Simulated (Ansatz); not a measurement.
# H5CF: the cost of one run

Method: DFT PBE+D3(BJ), plane waves, PAW, scalar-relativistic, no spin polarisation, in Ansatz 0.2.0.

## (1) The system as given

The cell holds 35 atoms (C5H25F5): a = 7.857 Å, b = 7.857 Å, c = 7.857 Å, α = 90.00°, β = 90.00°, γ = 90.00°.

The coordinates stand in the first input below.

## (2) Relaxing the start

input.yaml reads:

```yaml
accuracy: low
crystal:
  lattice:
    - [7.856828, 0.0, 0.0]
    - [0.0, 7.856828, 0.0]
    - [0.0, 0.0, 7.856828]
  atoms:
    - { symbol: C, position: [0.37477, 0.0356342, 0.5783348] }
    - { symbol: H, position: [0.5133752, 0.0362287, 0.5735184] }
    - { symbol: H, position: [0.3326643, -0.0367228, 0.6889084] }
    - { symbol: H, position: [0.3247547, -0.0229192, 0.4629878] }
    - { symbol: H, position: [0.3282859, 0.16595, 0.5879245] }
    - { symbol: C, position: [0.0638074, 0.7553804, 0.154523] }
    - { symbol: H, position: [0.1417527, 0.843753, 0.2276652] }
    - { symbol: H, position: [-0.0205471, 0.6862917, 0.240232] }
    - { symbol: H, position: [0.1458629, 0.665496, 0.0880201] }
    - { symbol: H, position: [-0.0118388, 0.8259809, 0.062175] }
    - { symbol: C, position: [0.6028221, 0.8841337, 0.2030366] }
    - { symbol: H, position: [0.6545039, 0.9980798, 0.2628715] }
    - { symbol: H, position: [0.5358115, 0.8084117, 0.2979613] }
    - { symbol: H, position: [0.7063188, 0.8093507, 0.148899] }
    - { symbol: H, position: [0.5146541, 0.9206926, 0.1024145] }
    - { symbol: C, position: [0.9254844, 0.4180208, 0.7167979] }
    - { symbol: H, position: [0.9484326, 0.5350353, 0.7876211] }
    - { symbol: H, position: [0.8895234, 0.3170254, 0.8047847] }
    - { symbol: H, position: [1.0409452, 0.3814996, 0.6491964] }
    - { symbol: H, position: [0.8230364, 0.4385229, 0.6255892] }
    - { symbol: C, position: [0.8815665, 0.2586682, 0.203159] }
    - { symbol: H, position: [1.0025257, 0.3168421, 0.1682361] }
    - { symbol: H, position: [0.9004475, 0.1742929, 0.3115991] }
    - { symbol: H, position: [0.8326382, 0.1857458, 0.0958124] }
    - { symbol: H, position: [0.7906545, 0.357792, 0.2369884] }
    - { symbol: F, position: [0.0744053, 0.8712776, 0.6561781] }
    - { symbol: H, position: [0.1205409, 0.7645898, 0.6810335] }
    - { symbol: F, position: [0.4979374, 0.4935825, 0.3719711] }
    - { symbol: H, position: [0.5314626, 0.5052951, 0.2585364] }
    - { symbol: F, position: [0.7575852, 0.7327616, 0.6736131] }
    - { symbol: H, position: [0.840916, 0.8061235, 0.7160698] }
    - { symbol: F, position: [0.4122368, 0.3713311, 0.8554921] }
    - { symbol: H, position: [0.4551825, 0.2897013, 0.9304641] }
    - { symbol: F, position: [0.7343546, 0.5486122, 0.0572068] }
    - { symbol: H, position: [0.6964097, 0.5740963, -0.052517] }
basis:
  ecutwfc: 420.0
kpoints:
  mp_grid: { grid: [1, 1, 1] }
hamiltonian:
  xc: pbe
  dispersion: d3bj
scf:
  occupations: { method: fermi_dirac, width: 0.02 }
  lower_state_search: "off"
relax:
  f_tol: 0.3
  max_steps: 15
  adjacent_minimum: "off"
```

The run is started by

```
$ ansatz run input.yaml --threads 1 --pin off --max-ram 3072MiB --backend cpu --events-out ev --progress --plain --runs-dir out
```

**Question.** How long does this run take on 1 thread of Arm Neoverse V2, shared host, and how much memory does it need?

About 39 s, with a peak of 0.44 GiB.
